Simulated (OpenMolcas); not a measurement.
**Mo⁴⁺ among point charges: CASSCF and CASPT2 levels and susceptibility**

Aim: the splitting of the states of Mo⁴⁺ in the field of 4 point charges, its lowest levels with spin-orbit coupling and its magnetic susceptibility.

The numbers are computed with OpenMolcas 26.06 (state-averaged CASSCF and CASPT2, spin-orbit coupling by RASSI with atomic mean-field integrals), except any that are marked as measured or tabulated.

## 1. The system

| Item | Value |
| --- | --- |
| Species | Mo⁴⁺ (molybdenum, Z = 42, 38 electrons) |
| Basis | ANO-RCC-VDZP [6s5p3d1f], 43 functions |
| Scalar Hamiltonian | DKH2, point nucleus |
| Inactive shells | 1s 2s 2p 3s 3p 3d 4s 4p |
| Active space | 2 electrons in 5 orbitals (4d) |
| Some configurations of this space | 4d2 |
| Orbitals | optimised for each spin and parity, averaged over all roots |

Outer shells as boxes (Hund's rule):

4d2
```
4d [↑ ][↑ ][  ][  ][  ]
```

The ion sits among 4 point charges of -1 e arranged as a tetrahedron (Td), 2.02 Å from the ion.

Each step is its own input file, run in one work folder so that later steps find the files of earlier ones. Labels, J, g values, rates, χT and fits are worked out afterwards by a script from the matrices that RASSI stores.

## 2. One- and two-electron integrals

a.inp reads:

```
&GATEWAY
Coord
1

Mo 0.0 0.0 0.0
Basis=ANO-RCC-VDZP
Group=NoSym
NoMove
AngMom=0.0 0.0 0.0
AMFI
XField
4 Angstrom 0
1.166248 1.166248 1.166248 -1.000000
1.166248 -1.166248 -1.166248 -1.000000
-1.166248 1.166248 -1.166248 -1.000000
-1.166248 -1.166248 1.166248 -1.000000
&SEWARD
```

On the command line:

```sh
OMP_NUM_THREADS=1 MOLCAS_MEM=1689 MOLCAS_PROJECT=a pymolcas a.inp > a.log
```

## 3. Reference wave functions, triplets, 10 roots

a.inp reads:

```
&RASSCF
FileOrb=start.orb
Symmetry=1
Spin=3
nActEl=2 0 0
Inactive=18
Ras2=5
CIRoot=10 10 1
SDav=10
CIMx=300
Iter=120 100
PrWF=0.3
OrbListing=Nothing
MaxOrb=0
>>> COPY $Project.JobIph JOB001
```

start.orb holds the contracted functions of the basis, ordered by shell, or the orbitals of the step before.

## 4. Reference wave functions, singlets, 15 roots

a.inp reads:

```
&RASSCF
FileOrb=start.orb
Symmetry=1
Spin=1
nActEl=2 0 0
Inactive=18
Ras2=5
CIRoot=15 15 1
SDav=15
CIMx=300
Iter=120 100
PrWF=0.3
OrbListing=Nothing
MaxOrb=0
>>> COPY $Project.JobIph JOB002
```

## 5. State interaction with spin-orbit coupling

a.inp reads:

```
&RASSI
NrOfJobIphs=2 10 15
1 2 3 4 5 6 7 8 9 10
1 2 3 4 5 6 7 8 9 10 11 12 13 14 15
IphNames
JOB001
JOB002
EJob
SpinOrbit
DIPRint=1.0
SOCoupling=1000.0
Subsets=2
Property=9
'ANGMOM' 1 'ANGMOM' 2 'ANGMOM' 3 'MLTPL  1' 1 'MLTPL  1' 2 'MLTPL  1' 3
'AMFI' 1 'AMFI' 2 'AMFI' 3
SOProperty=3
'ANGMOM' 1 'ANGMOM' 2 'ANGMOM' 3
```

## 6. CASPT2: IPEA 0.25, imaginary shift 0.1 (closed shells correlated: 4s 4p)

a.inp reads:

```
>>> COPY JOB001 $Project.JobIph
&CASPT2
Multistate=10 1 2 3 4 5 6 7 8 9 10
NoMult
Frozen=14
IPEA=0.25
Imaginary=0.1
MaxIter=60
WThr=0.0 0.3 0.05
PrWF=0.5
NoMix
>>> COPY JOB002 $Project.JobIph
&CASPT2
Multistate=15 1 2 3 4 5 6 7 8 9 10 11 12 13 14 15
NoMult
Frozen=14
IPEA=0.25
Imaginary=0.1
MaxIter=60
WThr=0.0 0.3 0.05
PrWF=0.5
NoMix
```

(Steps that only read results are left out.)

Before running it: what results should come out? Wanted: spin-free ground state; first state of the same spin within the active space; lowest level; next level.

As calculated:

| quantity | value |
| --- | --- |
| method | SS-CASPT2, IPEA 0.25, imaginary shift 0.1 (closed shells correlated: 4s 4p) |
| spin-free ground state | 3A2, 1-fold in its orbital part |
| first state of the same spin within the active space | 3T2 at 1970 cm⁻¹ |
| lowest level | 3-fold T2 |
| next level | 1569.8 cm⁻¹ |
| χT at 300 K | 0.23 cm³ K/mol |
| effective moment at 300 K | 1.35 μB |

Cost by method:

| method | time of its own steps | time with the reference |
| --- | --- | --- |
| A. CASSCF | 3.3 s | 3.3 s |
| B. SS-CASPT2, IPEA 0.25, imaginary shift 0.1, +4s 4p | 1.6 s | 4.9 s |

Times are of one thread on a shared host.

**Reading.** The spin-free ground state (3A2) comes to 100 % from free-ion F terms and keeps the highest spin of the shell. χT at 300 K is 0.23, against 1.00 cm³ K/mol for the spin alone, so spin-orbit coupling lowers it. CASPT2 does not keep the components of a term degenerate, and the means are used. The field of point charges can differ much from that of real complexes. Point charges carry no covalency, so the field is a model and not that of real ligands.
